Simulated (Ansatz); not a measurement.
# Na2H3: a trial structure relaxed

Where does Na2H3 go from the start given, corundum type (R-3c, No. 167)?

Method: DFT PBE, scalar-relativistic, plane waves, PAW, in Ansatz 0.2.0.

### Step 1. Starting point

It takes space group R-3c (No. 167, trigonal). Conventional cell: a = 5.361 Å, b = 5.361 Å, c = 14.636 Å, α = 90.00°, β = 90.00°, γ = 120.00°. Around Na (site symmetry 3) lie 6 H at 2.09 to 2.22 Å. H (site symmetry 2) is surrounded by 4 Na at 2.09 to 2.22 Å.

Structure file:

```
CELL_PARAMETERS angstrom
2.68045 1.54756 4.87883
-2.68045 1.54756 4.87883
0.00000 -3.09512 4.87883
ATOMIC_POSITIONS crystal
Na 0.85218 0.85218 0.85218
Na 0.64782 0.64782 0.64782
Na 0.14782 0.14782 0.14782
Na 0.35218 0.35218 0.35218
H 0.05625 0.44375 0.75000
H 0.75000 0.05625 0.44375
H 0.44375 0.75000 0.05625
H 0.94375 0.55625 0.25000
H 0.25000 0.94375 0.55625
H 0.55625 0.25000 0.94375
```

(A quick probe on a coarse mesh, which set the mesh and smearing, is not shown.)

### Step 3. Coarse relaxation

input.yaml reads:

```yaml
crystal:
  lattice:
    - [2.6804539433, 1.5475608057, 4.8788287022]
    - [-2.6804539433, 1.5475608057, 4.8788287022]
    - [0.0, -3.0951216115, 4.8788287022]
  atoms:
    - { symbol: Na, position: [0.85218, 0.85218, 0.85218] }
    - { symbol: Na, position: [0.64782, 0.64782, 0.64782] }
    - { symbol: Na, position: [0.14782, 0.14782, 0.14782] }
    - { symbol: Na, position: [0.35218, 0.35218, 0.35218] }
    - { symbol: H, position: [0.05625, 0.44375, 0.75] }
    - { symbol: H, position: [0.75, 0.05625, 0.44375] }
    - { symbol: H, position: [0.44375, 0.75, 0.05625] }
    - { symbol: H, position: [0.94375, 0.55625, 0.25] }
    - { symbol: H, position: [0.25, 0.94375, 0.55625] }
    - { symbol: H, position: [0.55625, 0.25, 0.94375] }
basis:
  ecutwfc: 420
kpoints:
  mp_grid: { grid: [6, 6, 6] }
hamiltonian:
  xc: pbe
scf:
  occupations: { method: gaussian, width: 0.1 }
  lower_state_search: "off"
output:
  forces: true
  stress: true
  eigenvalues: true
relax:
  adjacent_minimum: "off"
  f_tol: 0.04
  max_steps: 70
  cell: { stress_tol: 0.4 }
```

Command:

```bash
$ ansatz run input.yaml --threads 1 --pin off --max-ram 2560MiB --backend cpu --events-out ev --progress --plain --runs-dir out
```

Further runs follow: full relaxation.

Before running it: what results should come out?

As calculated:

Formation energies count from the elements, computed with the same settings in runs not shown here.

```
                          quantity                                                                        value
               cell (conventional)  a = 6.110 Å, b = 6.110 Å, c = 12.905 Å, α = 90.00°, β = 90.00°, γ = 120.00°
                       space group                                                               R-3c (No. 167)
                            volume                                                                13.91 Å³/atom
                   gap on the mesh                                                                 none (metal)
formation energy from the elements                                                               +0.336 eV/atom
```

In words: The space group stayed R-3c, and from the first guess the volume went from 12.14 to 13.91 Å³/atom. The formation energy of +0.34 eV/atom is positive, so the elements lie lower than this structure; another structure of the compound can lie lower.
